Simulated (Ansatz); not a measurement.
# C2H9BClNSi: the cost of one run

Program: Ansatz 0.2.0, Gaussian basis. Level of theory: the settings change from run to run. These are calculated values, not measurements.

## (1) The geometry

An earlier PBE0-D4 in a triple-zeta def2 set relaxation fixed the geometry.

SMILES `BN(CC)[SiH2]Cl`, 15 atoms, charge 0, spin multiplicity 1.

Atoms are counted from 1 here; the program's logs count them from 0.

Bond lengths: B1–N2 1.400 Å, B1–H7 1.196 Å, B1–H8 1.199 Å, N2–C3 1.470 Å, N2–Si5 1.732 Å, C3–C4 1.516 Å, C3–H9 1.096 Å, C3–H10 1.093 Å, C4–H11 1.092 Å, C4–H12 1.093 Å, C4–H13 1.091 Å, Si5–Cl6 2.061 Å, Si5–H14 1.474 Å, Si5–H15 1.481 Å. Angles: N2–B1–H7 119.4°, N2–B1–H8 119.2°, H7–B1–H8 121.4°, B1–N2–C3 120.8°, B1–N2–Si5 121.2°, C3–N2–Si5 118.0°, N2–C3–C4 112.5°, N2–C3–H9 109.1°, N2–C3–H10 108.2°, C4–C3–H9 109.9°, C4–C3–H10 110.1°, H9–C3–H10 106.8°, C3–C4–H11 110.3°, C3–C4–H12 110.4°, C3–C4–H13 111.1°, H11–C4–H12 108.2°, H11–C4–H13 108.3°, H12–C4–H13 108.4° and more.

## (2) B97M-V/x2c-TZVPPall

in.yaml reads:

```yaml
crystal:
  periodic: [false, false, false]
  atoms:
    - {symbol: B, position_ang: [-1.142745, -1.301609, -0.659483]}
    - {symbol: N, position_ang: [-0.594277, -0.091648, -0.216727]}
    - {symbol: C, position_ang: [0.108782, -0.010414, 1.071875]}
    - {symbol: C, position_ang: [1.541098, -0.498040, 0.982281]}
    - {symbol: Si, position_ang: [-0.748936, 1.357981, -1.152274]}
    - {symbol: Cl, position_ang: [1.087151, 2.028748, -1.804043]}
    - {symbol: H, position_ang: [-1.678690, -1.347354, -1.728209]}
    - {symbol: H, position_ang: [-1.073794, -2.267698, 0.047083]}
    - {symbol: H, position_ang: [0.088214, 1.026033, 1.426879]}
    - {symbol: H, position_ang: [-0.445930, -0.604489, 1.802120]}
    - {symbol: H, position_ang: [1.567361, -1.541942, 0.661864]}
    - {symbol: H, position_ang: [2.028468, -0.427250, 1.957566]}
    - {symbol: H, position_ang: [2.114432, 0.093770, 0.266768]}
    - {symbol: H, position_ang: [-1.591241, 1.091697, -2.332451]}
    - {symbol: H, position_ang: [-1.281592, 2.441514, -0.294051]}
basis:
  gaussian: {orbitals: x2c-TZVPPall}
hamiltonian: {xc: {name: B97M-V}}
output: {forces: true}
```

Launch:

```bash
$ ansatz run in.yaml --threads 4 --pin off --events-out ev --progress --plain --max-ram 11315MiB
```

What time and memory should one allow on 4 threads of Arm Neoverse V2, shared host?

About 19 s, with a peak of 0.74 GiB.
